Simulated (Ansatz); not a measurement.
# C2H3Cl3OSi: one species, many methods

One table from this session's results is given with a row withheld; the runs are named, their logs left out.

Program: Ansatz 0.2.0, Gaussian basis. Level of theory: functionals in def2-TZVPP, the program's frozen cores in correlated methods. These are calculated values, not measurements.

Levels to be run: PBE-D4, r2SCAN-D4, PBE0-D4, B3LYP-D4, ωB97X-V, ωB97M-V, B2PLYP; CCSD(T)/def2-TZVPP; MP2/def2-QZVPP; extrapolation to the limit.

**The geometry**

The geometry comes from an earlier relaxation with PBE0-D4 in a triple-zeta def2 set; it is a stationary point, not always the lowest conformer.

SMILES `C=CO[Si](Cl)(Cl)Cl`, 10 atoms, charge 0, spin multiplicity 1.

Atoms are counted from 1 here; the program's logs count them from 0.

Bond lengths: C1–C2 1.322 Å, C1–H8 1.083 Å, C1–H9 1.081 Å, C2–O3 1.362 Å, C2–H10 1.084 Å, O3–Si4 1.620 Å, Si4–Cl5 2.026 Å, Si4–Cl6 2.017 Å, Si4–Cl7 2.026 Å. Angles: C2–C1–H8 123.2°, C2–C1–H9 118.9°, H8–C1–H9 118.0°, C1–C2–O3 126.5°, C1–C2–H10 122.7°, O3–C2–H10 110.8°, C2–O3–Si4 132.0°, O3–Si4–Cl5 111.2°, O3–Si4–Cl6 106.0°, O3–Si4–Cl7 111.1°, Cl5–Si4–Cl6 109.8°, Cl5–Si4–Cl7 108.9°, Cl6–Si4–Cl7 109.9°.

The first run:

in.yaml reads:

```yaml
crystal:
  periodic: [false, false, false]
  atoms:
    - {symbol: C, position_ang: [-0.299159, 0.476624, -1.609096]}
    - {symbol: C, position_ang: [-0.891145, -0.428186, -0.847916]}
    - {symbol: O, position_ang: [-0.578318, -0.732881, 0.442498]}
    - {symbol: Si, position_ang: [0.556713, -0.160253, 1.447011]}
    - {symbol: Cl, position_ang: [0.309929, 1.823853, 1.774054]}
    - {symbol: Cl, position_ang: [0.328755, -1.172335, 3.176462]}
    - {symbol: Cl, position_ang: [2.414933, -0.476080, 0.704447]}
    - {symbol: H, position_ang: [0.525768, 1.089462, -1.268015]}
    - {symbol: H, position_ang: [-0.650571, 0.616951, -2.621852]}
    - {symbol: H, position_ang: [-1.716915, -1.037155, -1.197595]}
basis:
  gaussian: {orbitals: def2-TZVPP}
hamiltonian: {xc: pbe, dispersion: d4}
output: {forces: true, orbitals: {seedname: orbitals}}
```

Run with:

```bash
$ ansatz run in.yaml --threads 2 --pin off --events-out ev --progress --plain --max-ram 32768MiB --backend cuda --devices 0, --max-vram 18GiB
```

Steps of the session up to this table: PBE-D4 (GGA); r2SCAN-D4 (meta-GGA); PBE0-D4 (hybrid); B3LYP-D4 (hybrid); ωB97X-V (range-separated); ωB97M-V (range-separated); B2PLYP (double hybrid); CCSD(T) in def2-TZVPP; MP2 in def2-QZVPP.

One of the session's tables, all rows but one given; the rest of the session is left out.

| method | atomisation energy (kJ/mol) |
| --- | --- |
| PBE-D4 | 4070.1 |
| r2SCAN-D4 | 4000.1 |
| PBE0-D4 | 3989.6 |
| B3LYP-D4 | 3934.9 |
| ωB97X-V | 3979.0 |
| ωB97M-V | 3993.2 |
| B2PLYP | 3901.5 |
| HF/def2-TZVPP | 2879.7 |
| MP2/def2-TZVPP | 3987.2 |
| CCSD/def2-TZVPP | 3762.8 |
| CCSD(T)/def2-TZVPP | 3843.3 |
| MP2/CBS | ? |
| CCSD(T)/CBS | 3971.1 |

Q: Estimate the row for MP2/CBS from the others.

The run gave: atomisation energy (kJ/mol): 4115.0. In the column «atomisation energy (kJ/mol)» it is the highest.

Limits of these values: Free atoms (2 C, 1 O, 1 Si, 3 Cl, 3 H) were run apart at each level; the atomisation energy is their sum less the molecule, without zero-point or spin-orbit terms.
